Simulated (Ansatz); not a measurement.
## Ba2Tl5V3O12 in Ansatz: the effect of functional

Ba2Tl5V3O12:

```xyz
22
Lattice="8.1542 0.0000 0.0000 -4.0771 7.0618 0.0000 0.0000 0.0000 6.9213" Properties=species:S:1:pos:R:3 pbc="T T T"
Ba    0.0000    0.0000    1.6301
Ba    0.0000    0.0000    5.2912
V     4.0771    0.0000    0.0000
V    -2.0386    3.5309    0.0000
V     2.0386    3.5309    0.0000
Tl    4.0771    0.0000    3.4606
Tl   -2.0386    3.5309    3.4606
Tl    2.0386    3.5309    3.4606
Tl    0.0000    4.7079    1.5565
Tl    4.0771    2.3539    5.3648
O     1.3636    2.4246    5.6370
O     1.2955    7.0304    5.6370
O    -2.6592    4.6685    5.6370
O     1.4179    2.3932    1.2843
O     5.4407    4.6372    1.2843
O     5.3726    0.0314    1.2843
O     2.7135    4.6372    1.2843
O     2.7816    0.0314    1.2843
O     6.7363    2.3932    1.2843
O     2.6592    4.6685    5.6370
O    -1.3636    2.4246    5.6370
O    -1.2955    7.0304    5.6370
```

The cell was built by a generator and needn't be a form met in nature.

Alike in all runs:

| Item | Value |
| --- | --- |
| Program | Ansatz 0.2.0 |
| Task | band structure |
| Potentials or basis | Ansatz PAW |
| Cutoff | 420 eV (not typed: the program's choice for these potentials) |
| k mesh | 4 × 4 × 4 |
| Occupations | fermi-dirac, width 0.05 eV |
| Spin | collinear spin, ferromagnetic start |
| Starting moments | [0.0, 0.0, 2.0, 2.0, 2.0, 0.0, 0.0, 0.0, 0.0, 0.0, 0.0, 0.0, 0.0, 0.0, 0.0, 0.0, 0.0, 0.0, 0.0, 0.0, 0.0, 0.0] μB |

```csv
functional,pressure (GPa),largest force (eV/Å)
PBEsol,?,?
RPBE,3.1,0.09
revPBE,2.3,0.05
```

Task: What does the run with functional PBEsol give?

Result: Pressure -3.8 GPa; largest force 0.29 eV/Å.

Caveats: the PAW data sets come from PBE, with cores solved anew for the run's functional, which leaves a small shift of forces and pressure; the starting moments weren't kept.

Runs at the PBE level aren't shown here.
